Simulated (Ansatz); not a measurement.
**CH8O4Si2: one species, many methods**

Aim: compute CH8O4Si2 with functionals from several rungs and with coupled cluster. The yardstick is the atomisation energy at the CCSD(T) limit.

Computed with Ansatz 0.2.0, Gaussian basis. Level: functionals in def2-TZVPP, the program's frozen cores in correlated methods.

The runs, in order: PBE-D4, r2SCAN-D4, PBE0-D4, B3LYP-D4, ωB97X-V, ωB97M-V, B2PLYP; CCSD(T)/def2-TZVPP; MP2/def2-QZVPP; extrapolation to the limit.

## (1) Structure used throughout

The geometry comes from an earlier relaxation with PBE0-D4 in a triple-zeta def2 set; it is a stationary point, not always the lowest conformer.

SMILES `CO[SiH2]O[SiH](O)O`, 15 atoms, charge 0, spin multiplicity 1.

Atoms are counted from 1 here; the program's logs count them from 0.

Bond lengths: C1–O2 1.412 Å, C1–H8 1.095 Å, C1–H9 1.095 Å, C1–H10 1.090 Å, O2–Si3 1.652 Å, Si3–O4 1.619 Å, Si3–H11 1.484 Å, Si3–H12 1.485 Å, O4–Si5 1.644 Å, Si5–O6 1.627 Å, Si5–O7 1.633 Å, Si5–H13 1.471 Å, O6–H14 0.959 Å, O7–H15 0.965 Å. Angles: O2–C1–H8 111.2°, O2–C1–H9 111.3°, O2–C1–H10 108.3°, H8–C1–H9 108.9°, H8–C1–H10 108.5°, H9–C1–H10 108.5°, C1–O2–Si3 122.9°, O2–Si3–O4 105.9°, O2–Si3–H11 109.9°, O2–Si3–H12 109.4°, O4–Si3–H11 110.4°, O4–Si3–H12 110.9°, H11–Si3–H12 110.2°, Si3–O4–Si5 139.6°, O4–Si5–O6 111.4°, O4–Si5–O7 108.0°, O4–Si5–H13 108.3°, O6–Si5–O7 110.1° and more.

## (2) PBE-D4 (GGA)

in.yaml reads:

```yaml
crystal:
  periodic: [false, false, false]
  atoms:
    - {symbol: C, position_ang: [0.383115, 2.117356, 1.454231]}
    - {symbol: O, position_ang: [0.160305, 0.940457, 0.705704]}
    - {symbol: Si, position_ang: [0.995481, 0.582278, -0.673429]}
    - {symbol: O, position_ang: [0.484391, -0.882534, -1.134906]}
    - {symbol: Si, position_ang: [-0.518394, -2.078337, -0.618786]}
    - {symbol: O, position_ang: [-1.423974, -2.661608, -1.837613]}
    - {symbol: O, position_ang: [-1.477800, -1.463186, 0.550185]}
    - {symbol: H, position_ang: [0.104593, 3.009195, 0.883213]}
    - {symbol: H, position_ang: [1.432137, 2.204245, 1.757219]}
    - {symbol: H, position_ang: [-0.233702, 2.074570, 2.352498]}
    - {symbol: H, position_ang: [0.696031, 1.588590, -1.722618]}
    - {symbol: H, position_ang: [2.450299, 0.568129, -0.378192]}
    - {symbol: H, position_ang: [0.305296, -3.209685, -0.164542]}
    - {symbol: H, position_ang: [-2.195497, -2.157071, -2.100246]}
    - {symbol: H, position_ang: [-1.162271, -0.632379, 0.927290]}
basis:
  gaussian: {orbitals: def2-TZVPP}
hamiltonian: {xc: pbe, dispersion: d4}
output: {forces: true, orbitals: {seedname: orbitals}}
```

The run is started by

```
ansatz run in.yaml --threads 2 --pin off --events-out ev --progress --plain --max-ram 32768MiB --backend cuda --devices 0, --max-vram 18GiB
```

After this run come: r2SCAN-D4 (meta-GGA); PBE0-D4 (hybrid); B3LYP-D4 (hybrid); ωB97X-V (range-separated); ωB97M-V (range-separated); B2PLYP (double hybrid); CCSD(T) in def2-TZVPP; MP2 in def2-QZVPP.

Before running them: what should the planned runs give, taken together? Wanted: atomisation energy, CCSD(T)/CBS; farthest; mean size of error, hybrid; mean size of error, range-separated; gap, smallest and largest; T1 diagnostic; triples share of the correlation energy.

**Answer**, as computed:

| quantity | value |
| --- | --- |
| atomisation energy, CCSD(T)/CBS | 61.642 eV |
| functionals within 0.308 eV (0.5 %) | PBE-D4, ωB97X-V, ωB97M-V |
| farthest | PBE0-D4 (-1.125 eV) |
| mean size of error, hybrid | 0.871 eV |
| mean size of error, range-separated | 0.187 eV |
| gap, smallest and largest | 6.52 eV (PBE-D4), 13.34 eV (ωB97X-V) |
| T1 diagnostic | 0.0116 |
| triples share of the correlation energy | 3.4 % |

In words: PBE-D4 misses by +0.016 eV. Double hybrids carry the basis error of their MP2 part in triple zeta, and no dispersion term here, so their miss is partly the set-up's. Misses under about 0.308 eV are within the doubt on the reference itself, which lacks core-valence correlation, relativity and higher excitations. Hartree-Fock recovers 72 % of the binding; the rest is correlation. The gap grows from 6.5 to 13.3 eV across the functionals, mostly with the share of exact exchange.
